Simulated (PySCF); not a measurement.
# From one method to the next for BeC (triplet)

Aim: see what other levels and later steps give for BeC (triplet).

Method: each script names its method and basis; program: PySCF 2.14.0.

2 further runs of the same task are left out: 2 that didn't finish.

### Step 1. Starting geometry

BeC (triplet): 2 atoms, charge 0, spin multiplicity 3.

Bond lengths: Be1–C2 1.670 Å.

### Step 2. Base script

Contents of input.py:

```python
from pyscf import gto, scf, mcscf, mrpt

mol = gto.M(
    atom='Be 0 0 0; C 0 0 1.67',
    basis='cc-pvtz-dk',
    charge=0,
    spin=2,
    verbose=4,
)
mf = scf.ROHF(mol)
mf = mf.sfx2c1e()
mf.kernel()
mc = mcscf.CASSCF(mf, 6, 4)
mc.kernel()
mc.analyze()
mrpt.NEVPT(mc).kernel()
mf.dip_moment()
print('orbital energies (hartree):', mf.mo_energy[..., max(0, mol.nelec[1]-3):mol.nelec[0]+3].round(4))
```

Launch:

```bash
$ OMP_NUM_THREADS=1 python input.py
```

### Step 3. B3lyp (ROKS)

Run 1 changes functional: none (Hartree–Fock) → b3lyp; SCF type: ROHF → ROKS; step after the SCF: nevpt2 → analyze.

Contents of input.py:

```python
from pyscf import gto, dft

mol = gto.M(
    atom='Be 0 0 0; C 0 0 1.67',
    basis='cc-pvtz-dk',
    charge=0,
    spin=2,
    verbose=4,
)
mf = dft.ROKS(mol, xc='b3lyp')
mf = mf.sfx2c1e()
mf.kernel()
mf.analyze()
print('orbital energies (hartree):', mf.mo_energy[..., max(0, mol.nelec[1]-3):mol.nelec[0]+3].round(4))
```

### Step 4. CCSD(T)

Run 2 changes step after the SCF: nevpt2 → ccsd(t); frozen orbitals: none → 1.

input.py: that of step 2 with these lines changed.

```diff
@@ -1,2 +1,2 @@
-from pyscf import gto, scf, mcscf, mrpt
+from pyscf import gto, scf, cc
 
@@ -12,6 +12,5 @@
 mf.kernel()
-mc = mcscf.CASSCF(mf, 6, 4)
-mc.kernel()
-mc.analyze()
-mrpt.NEVPT(mc).kernel()
+mycc = cc.CCSD(mf, frozen=1)
+mycc.kernel()
+mycc.ccsd_t()
 mf.dip_moment()
```

### Step 5. Stability test (UHF)

Run 3 changes step after the SCF: nevpt2 → stability; SCF type: ROHF → UHF.

Contents of input.py:

```python
from pyscf import gto, scf

mol = gto.M(
    atom='Be 0 0 0; C 0 0 1.67',
    basis='cc-pvtz-dk',
    charge=0,
    spin=2,
    verbose=4,
)
mf = scf.UHF(mol)
mf = mf.sfx2c1e()
mf.kernel()
mf.stability(internal=True, external=True)
mf.dip_moment()
print('orbital energies (hartree):', [e[max(0, n-3):n+3].round(4) for e, n in zip(mf.mo_energy, mol.nelec)])
```

### Step 6. Gradient

Run 4 changes step after the SCF: nevpt2 → gradient.

input.py: that of step 2 with these lines changed.

```diff
@@ -1,2 +1,2 @@
-from pyscf import gto, scf, mcscf, mrpt
+from pyscf import gto, scf
 
@@ -12,6 +12,3 @@
 mf.kernel()
-mc = mcscf.CASSCF(mf, 6, 4)
-mc.kernel()
-mc.analyze()
-mrpt.NEVPT(mc).kernel()
+mf.nuc_grad_method().kernel()
 mf.dip_moment()
```

### Step 7. Population analysis

Run 5 changes step after the SCF: nevpt2 → analyze.

Contents of input.py:

```python
from pyscf import gto, scf

mol = gto.M(
    atom='Be 0 0 0; C 0 0 1.67',
    basis='cc-pvtz-dk',
    charge=0,
    spin=2,
    verbose=4,
)
mf = scf.ROHF(mol)
mf = mf.sfx2c1e()
mf.kernel()
mf.analyze()
print('orbital energies (hartree):', mf.mo_energy[..., max(0, mol.nelec[1]-3):mol.nelec[0]+3].round(4))
```

### Step 8. MP2 (UHF)

Run 6 changes step after the SCF: nevpt2 → mp2; SCF type: ROHF → UHF.

Contents of input.py:

```python
from pyscf import gto, scf, mp

mol = gto.M(
    atom='Be 0 0 0; C 0 0 1.67',
    basis='cc-pvtz-dk',
    charge=0,
    spin=2,
    verbose=4,
)
mf = scf.UHF(mol)
mf = mf.sfx2c1e()
mf.kernel()
mp.MP2(mf).kernel()
mf.dip_moment()
print('orbital energies (hartree):', [e[max(0, n-3):n+3].round(4) for e, n in zip(mf.mo_energy, mol.nelec)])
```

**Question.** What will these runs give? Wanted: for each run, E(SCF); from base; gap, α spin; SCF dipole; after the SCF.

**Answer**, as computed:

| run | E(SCF) (hartree) | from base (eV) | cycles | gap, α spin (eV) | SCF dipole (D) | after the SCF |
| --- | --- | --- | --- | --- | --- | --- |
| base | -52.286593 | 0 | 11 | n/a | 4.34 | NEVPT2 correlation -5.633 eV (from the SCF energy, the CASSCF gain included) |
| b3lyp (ROKS) | -52.622136 | not comparable | 10 | n/a | 3.46 | n/a |
| CCSD(T) | -52.286593 | 0.0000 | 11 | n/a | 4.34 | CCSD(T) correlation -5.843 eV, core frozen |
| stability test (UHF) | -52.290300 | -0.1009 | 15 | 8.16 | 4.36 | unstable: internal, UHF/UKS -> GHF/GKS |
| gradient | -52.286593 | 0.0000 | 11 | n/a | 4.34 | n/a |
| population analysis | -52.286593 | 0.0000 | 11 | n/a | 4.34 | n/a |
| MP2 (UHF) | -52.290300 | -0.1009 | 15 | 8.16 | 4.36 | MP2 correlation -4.751 eV |

Total energies of different functionals can't be compared with each other; differences within one functional can.
